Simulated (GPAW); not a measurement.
EuMo:

```
CELL_PARAMETERS angstrom
3.53145 0.00000 0.00000
0.00000 3.53145 0.00000
0.00000 0.00000 3.53145
ATOMIC_POSITIONS crystal
Eu 0.50000 0.50000 0.50000
Mo 0.00000 0.00000 0.00000
```

The cell was built by a generator and needn't be a form met in nature.

Base run:

* Program: GPAW 26.7.0
* Functional: r2SCAN
* Potentials or basis: GPAW PAW data sets (gpaw-data 1.2.1)
* Cutoff: 800 eV
* Basis: pw
* k mesh: 6 × 6 × 6
* Occupations: fermi-dirac, width 0.05 eV
* Spin: no spin polarisation

Its results: band gap on the k mesh none (metal or under the smearing width); pressure -10.0 GPa.

Question: The run is repeated on the same cell with these changes: spin from no spin polarisation to collinear spin, ferromagnetic start. What comes out?

Answer: Band gap on the k mesh none (metal or under the smearing width); pressure 6.3 GPa; net moment 9.06 μB per cell; site moments Eu +6.54; Mo +1.67 μB.

Caveats: one-centre terms of the f shell are cut off; the PAW data sets were made with another functional, which shifts forces and pressure a little; without U or exact exchange the open f shell lies at the Fermi level, which spoils levels, moments and volumes; spin-orbit coupling is left out, which moves the levels of the heavy elements (some runs).
